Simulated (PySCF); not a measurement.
# C7H8: the cost of one run

Computed with PySCF 2.14.0 and routines of our own; the level stands in each step. Atoms count from 0.

### Step 1. The starting structure

15 atoms, charge 1, multiplicity 2; geometry from: GFN2-xTB.

### Step 2. Open-shell or spin-flip excitations: unrestricted TDA PBE0/def2-SVPD

Job settings and geometry (Å):

```
{"job": {"kind": "uabs", "xc": "PBE0", "basis": "def2-SVPD", "nstates": 10, "tda": true}, "charge": 1, "multiplicity": 2}
C      2.182217     0.012234     0.009446
C      0.722068     0.021798    -0.066020
C      0.011001    -1.164817    -0.385907
C     -1.355353    -1.204827    -0.263387
C     -2.054695    -0.034916     0.072115
C     -1.371469     1.148229     0.393428
C     -0.005208     1.193924     0.272964
H      2.573054     0.738601     0.722513
H      2.591775    -0.981808     0.186348
H      2.565465     0.327590    -0.974357
H      0.559771    -2.043614    -0.691826
H     -1.895483    -2.117712    -0.464705
H     -3.134796    -0.024313     0.008727
H     -1.924197     2.026552     0.691240
H      0.531438     2.111068     0.467509
```

Method: unrestricted TDA PBE0/def2-SVPD, vertical, gas phase, core orbitals frozen in the response.

The run is started by

```bash
OMP_NUM_THREADS=1 python excited_run.py task.json out
```

One launch serves the whole session: the jobs run in the order shown.

**Question.** How long does this first job take on 1 thread of Arm Neoverse V1, shared host, and how much memory does it need?

About 60 s, with a peak of 0.69 GiB.
